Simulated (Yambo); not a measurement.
# TaF3 (Pm-3m) in Yambo: notebook

One crystal, TaF3, is run at these levels: PBE; tasks: optical spectrum.

Everything below comes from runs of Yambo 5.3.0. Logs are shortened: lines on timing, memory, paths and dates and some standing lists are left out, and cuts for length are marked.

## (1) The structure

It takes space group Pm-3m (No. 221, cubic). The conventional cell has a = 3.901 Å, b = 3.901 Å, c = 3.901 Å, α = 90.00°, β = 90.00°, γ = 90.00°. Ta (site symmetry m-3m) is surrounded by 6 F at 1.95 Å. F (site symmetry 4/mmm) is surrounded by 2 Ta at 1.95 Å.

## (2) Optical spectrum, PBE

The input, optics0.in:

```
optics
chi
Chimod= "IP"
% BndsRnXd
 1 | 32 |
%
% LongDrXd
 0 | 0 | 1 |
%
% QpntsRXd
 1 | 1 |
%
% EnRngeXd
 0 | 30 | eV
%
% DmRngeXd
 0.2 | 0.2 | eV
%
ETStpsXd= 200
```

The input, scf.in:

```
&CONTROL
  calculation = 'scf'
  prefix = 'pwscf'
  outdir = './tmp'
  pseudo_dir = './pseudo'
/
&SYSTEM
  ibrav = 0
  nat = 4
  ntyp = 2
  ecutwfc = 84
  nbnd = 25
  occupations = 'smearing'
  smearing = 'fd'
  degauss = 0.00367493
  force_symmorphic = .true.
/
&ELECTRONS
  conv_thr = 8d-10
  electron_maxstep = 120
  mixing_beta = 0.5
/
ATOMIC_SPECIES
Ta   180.9479 Ta.upf
F     18.9984 F.upf
CELL_PARAMETERS bohr
   7.3721995574    0.0000000000    0.0000000000
   0.0000000000    7.3721995574    0.0000000000
   0.0000000000    0.0000000000    7.3721995574
ATOMIC_POSITIONS bohr
Ta     0.0000000000    0.0000000000    0.0000000000
F      0.0000000000    0.0000000000    3.6860997787
F      0.0000000000    3.6860997787    0.0000000000
F      3.6860997787    0.0000000000    0.0000000000
K_POINTS automatic
12 12 12 0 0 0
```

The input, nscf.in:

```
&CONTROL
  calculation = 'nscf'
  prefix = 'pwscf'
  outdir = './tmp'
  pseudo_dir = './pseudo'
/
&SYSTEM
  ibrav = 0
  nat = 4
  ntyp = 2
  ecutwfc = 84
  nbnd = 37
  occupations = 'smearing'
  smearing = 'fd'
  degauss = 0.00367493
  force_symmorphic = .true.
/
&ELECTRONS
  conv_thr = 1d-08
  diago_full_acc = .true.
  diago_thr_init = 1d-06
/
ATOMIC_SPECIES
Ta   180.9479 Ta.upf
F     18.9984 F.upf
CELL_PARAMETERS bohr
   7.3721995574    0.0000000000    0.0000000000
   0.0000000000    7.3721995574    0.0000000000
   0.0000000000    0.0000000000    7.3721995574
ATOMIC_POSITIONS bohr
Ta     0.0000000000    0.0000000000    0.0000000000
F      0.0000000000    0.0000000000    3.6860997787
F      0.0000000000    3.6860997787    0.0000000000
F      3.6860997787    0.0000000000    0.0000000000
K_POINTS automatic
12 12 12 0 0 0
```

Potentials or basis: PseudoDojo 0.4.1 SR PBE standard.

Command:

```console
$ OMP_NUM_THREADS=1 pw.x -in scf.in > scf.out
$ OMP_NUM_THREADS=1 pw.x -in nscf.in > nscf.out
$ cd tmp/pwscf.save; p2y; mv SAVE ../..; cd ../..
$ OMP_NUM_THREADS=1 yambo
$ OMP_NUM_THREADS=1 yambo -F optics0.in -J optics0 -C optics0_out
```

Yambo's report:

```text
[... sections 02.01 to 02.04 as in the set-up run ...]

  [02.05] Energies & Occupations
  ==============================

  [X] === General ===
  [X] Electronic Temperature                        :  0.258606E-1   300.100    [eV K]
  [X] Bosonic    Temperature                        :  0.258606E-1   300.100    [eV K]
  [X] Finite Temperature mode                       : yes
  [X] El. density                                   :  0.57264E+24 [cm-3]
  [X] Fermi Level                                   :  10.22579 [eV]

  [X] === Gaps and Widths ===
  [X] Conduction Band Min                           :  10.22579 [eV]
  [X] Valence Band Max                              :  10.22579 [eV]
  [X] Filled Bands                                  :  16
  [X] Metallic Bands                                :  17  20
  [X] Empty Bands                                   :   21   37

  [X] === Metallic Characters ===
  [X] N of el / N of met el                         :  34.00000   2.16760
  [X] Average metallic occ.                         :  0.135475

  [WARNING] [X] Metallic system

 [03] Transferred momenta grid and indexing
 ==========================================

 IBZ Q-points                                      :   84
 BZ  Q-points                                      :  1728

 K/Q-points units:
 rlu = crystal or reduced units; cc = cartesian coordinates; iku = interal k-units

 Q [ 1]         [rlu]:  0.000000  0.000000  0.000000
 Q [ 2]         [rlu]:  0.000000  0.000000  0.083333
 Q [ 3]         [rlu]:  0.000000  0.000000  0.166667
 Q [ 4]         [rlu]:  0.000000  0.000000  0.250000
 Q [ 5]         [rlu]:  0.000000  0.000000  0.333333
 Q [ 6]         [rlu]:  0.000000  0.000000  0.416667
 Q [ 7]         [rlu]:  0.000000  0.000000 -0.500000
 Q [ 8]         [rlu]:  0.000000  0.083333  0.083333
 Q [ 9]         [rlu]:  0.000000  0.083333  0.166667
 Q [10]         [rlu]:  0.000000  0.083333  0.250000
 Q [11]         [rlu]:  0.000000  0.083333  0.333333
 Q [12]         [rlu]:  0.000000  0.083333  0.416667
 Q [13]         [rlu]:  0.000000  0.083333 -0.500000
 Q [14]         [rlu]:  0.000000  0.166667  0.166667
 Q [15]         [rlu]:  0.000000  0.166667  0.250000
 Q [16]         [rlu]:  0.000000  0.166667  0.333333
 Q [17]         [rlu]:  0.000000  0.166667  0.416667
 Q [18]         [rlu]:  0.000000  0.166667 -0.500000
 Q [19]         [rlu]:  0.000000  0.250000  0.250000
 Q [20]         [rlu]:  0.000000  0.250000  0.333333
 Q [21]         [rlu]:  0.000000  0.250000  0.416667
 Q [22]         [rlu]:  0.000000  0.250000 -0.500000
 Q [23]         [rlu]:  0.000000  0.333333  0.333333
 Q [24]         [rlu]:  0.000000  0.333333  0.416667
 Q [25]         [rlu]:  0.000000  0.333333 -0.500000
 Q [26]         [rlu]:  0.000000  0.416667  0.416667
 Q [27]         [rlu]:  0.000000  0.416667 -0.500000
 Q [28]         [rlu]:  0.000000 -0.500000 -0.500000
 Q [29]         [rlu]:  0.083333  0.083333  0.083333
 Q [30]         [rlu]:  0.083333  0.083333  0.166667
 Q [31]         [rlu]:  0.083333  0.083333  0.250000
 Q [32]         [rlu]:  0.083333  0.083333  0.333333
 Q [33]         [rlu]:  0.083333  0.083333  0.416667
 Q [34]         [rlu]:  0.083333  0.083333 -0.500000
 Q [35]         [rlu]:  0.083333  0.166667  0.166667
 Q [36]         [rlu]:  0.083333  0.166667  0.250000
 Q [37]         [rlu]:  0.083333  0.166667  0.333333
 Q [38]         [rlu]:  0.083333  0.166667  0.416667
 Q [39]         [rlu]:  0.083333  0.166667 -0.500000
 Q [40]         [rlu]:  0.083333  0.250000  0.250000
 Q [41]         [rlu]:  0.083333  0.250000  0.333333
 Q [42]         [rlu]:  0.083333  0.250000  0.416667
 Q [43]         [rlu]:  0.083333  0.250000 -0.500000
 Q [44]         [rlu]:  0.083333  0.333333  0.333333
 Q [45]         [rlu]:  0.083333  0.333333  0.416667
 Q [46]         [rlu]:  0.083333  0.333333 -0.500000
 Q [47]         [rlu]:  0.083333  0.416667  0.416667
 Q [48]         [rlu]:  0.083333  0.416667 -0.500000
 Q [49]         [rlu]:  0.083333 -0.500000 -0.500000
 Q [50]         [rlu]:  0.166667  0.166667  0.166667

 Remaining 34 points informations can be written running with -fatlog

 [WARNING] [Xd] User bands 1-32 break level degeneracy

 [04] Dipoles
 ============

  [04.01] Setup: observables and procedures
  =========================================

  [WARNING] [x,Vnl] slows the Dipoles computation. To neglect it rename the ns.kb_pp file
  [WF-Oscillators/G space/Transverse up loader] Normalization (few states)  min/max  :  0.66808E-17   1.0000

  [WR./optics0//ndb.dipoles]------------------------------------------------------
   Brillouin Zone Q/K grids (IBZ/BZ)                :    84  1728    84  1728
   RL vectors                                       :   6619 [WF]
   Fragmentation                                    : yes
   Electronic Temperature                           :  300.1000 [K]
   Bosonic    Temperature                           :  300.1000 [K]
   DIP band range                                   :    1   32
   DIP band range limits                            :  20  17
   DIP e/h energy range                             : -1.000000 -1.000000 [eV]
   RL vectors in the sum                            :   6619
   [r,Vnl] included                                 : yes
   Bands ordered                                    : yes
   Direct v evaluation                              : no
   Approach used                                    : G-space v
   Dipoles computed                                 : R V P [G-space]
   Wavefunctions                                    : Perdew, Burke & Ernzerhof(X)+Perdew, Burke & Ernzerhof(C)

  [WARNING] [r,Vnl^pseudo] included in position and velocity dipoles.

  [WARNING] In case H contains other non local terms, these are neglected

 [05] Optics
 ===========

 [X-CG] R(p) Tot o/o(of R):    18162   475247      100

 [WARNING] The system is a metal but Drude term not included.
```

Wall time 14 min (1 thread of Intel Xeon at 2.50GHz (Skylake/Cascade Lake), shared host); peak memory 0.32 GiB.

What came out:

```yaml
Band_gap_on_the_k_mesh_mean-field_level: none (metal or under the smearing width)
```

Dielectric function (along the field direction of the input):
```tsv
energy (eV)	real part	imaginary part
0.30	-2.44	12.74
0.90	0.20	1.08
1.51	1.30	0.27
2.26	1.75	0.09
2.86	1.92	0.07
3.62	2.01	0.07
4.22	2.08	0.06
4.97	2.17	0.04
5.58	2.28	0.04
6.33	2.45	0.10
6.93	2.50	0.15
7.69	2.69	0.30
8.29	2.91	0.25
9.05	3.62	0.78
9.65	3.20	2.35
10.40	1.89	1.52
11.01	2.19	1.44
11.76	2.31	1.64
12.36	2.26	2.12
13.12	1.50	2.78
13.72	0.50	2.33
14.47	0.63	1.76
15.08	0.27	1.46
15.83	0.69	1.04
16.43	0.59	1.19
17.19	0.62	0.93
17.79	0.73	0.93
18.54	0.61	0.84
19.15	0.70	0.78
19.90	0.69	0.76
```

Energy-loss function:
| energy (eV) | loss |
| --- | --- |
| 0.0 | 0.000 |
| 1.4 | 0.257 |
| 2.6 | 0.021 |
| 3.9 | 0.015 |
| 5.3 | 0.007 |
| 6.5 | 0.023 |
| 7.8 | 0.039 |
| 9.2 | 0.070 |
| 10.4 | 0.258 |
| 11.8 | 0.204 |
| 13.1 | 0.278 |
| 14.3 | 0.514 |
| 15.7 | 0.711 |
| 16.9 | 0.722 |
| 18.2 | 0.713 |
| 19.6 | 0.723 |
| 20.8 | 0.698 |
| 22.2 | 0.944 |
| 23.5 | 0.715 |
| 24.7 | 0.696 |
| 26.1 | 1.064 |
| 27.4 | 0.613 |
| 28.6 | 0.615 |
| 30.0 | 0.137 |

Caveat: the intraband (Drude) term of the metal is left out; the ground state has no gap, which makes the many-body step unreliable; independent-particle spectra lack excitons. Spin-orbit coupling is left out, which matters for the levels of Ta.

(Continued in part 2 of 2.)
